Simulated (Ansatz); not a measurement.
# AlClFH3O: the cost of one run

Program: Ansatz 0.2.0. Level of theory: RHF/def2-SVP. These are calculated values, not measurements.

### 1 Starting point

Bond lengths: Al1–O3 1.780 Å, O3–H4 1.010 Å, Al1–Cl5 2.230 Å, Al1–F6 1.990 Å. Angles: Al1–O3–H4 109.5°, O3–Al1–Cl5 120.0°, O3–Al1–F6 105.4°, Cl5–Al1–F6 92.8°.

Coordinates:

```xyz
7

Al    0.0000    0.0000    0.0000
H     0.0000    0.0000    1.9100
O     1.5415    0.0000   -0.8900
H     1.8414   -0.9519   -1.0449
Cl   -1.9312    0.0000   -1.1150
F    -0.2489    1.8720    0.6275
H    -0.1335    1.0040    1.7645
```

### 2 Pulling towards end A

Springs on the bonds that form and break draw the guess towards this end; the thresholds are loose.

Contents of input.yaml:

```yaml
crystal:
  periodic: [false, false, false]
  atoms:
    - { symbol: Al, position_ang: [0.0, 0.0, 0.0] }
    - { symbol: H, position_ang: [0.0, 0.0, 1.91] }
    - { symbol: O, position_ang: [1.5415, 0.0, -0.89] }
    - { symbol: H, position_ang: [1.8414, -0.9519, -1.0449] }
    - { symbol: Cl, position_ang: [-1.9312, 0.0, -1.115] }
    - { symbol: F, position_ang: [-0.2489, 1.872, 0.6275] }
    - { symbol: H, position_ang: [-0.1335, 1.004, 1.7645] }
basis:
  gaussian: { orbitals: def2-SVP }
hamiltonian:
  xc: hf
relax:
  f_tol: 0.15
  max_steps: 25
  restrain:
    - { distance: [0, 5], at: 2.89, k: 30.0 }
    - { distance: [6, 1], at: 1.86, k: 30.0 }
    - { distance: [0, 1], at: 1.56, k: 30.0 }
    - { distance: [6, 5], at: 0.92, k: 30.0 }
```

On the command line:

```console
$ ansatz run input.yaml --threads 1 --pin off --max-ram 2048MiB --backend cpu --events-out ev --progress --plain --runs-dir out
```

**Question.** How long does this run take on 1 thread of Arm Neoverse V1, shared host, and how much memory does it need?

About 25 s, with a peak of 0.13 GiB.
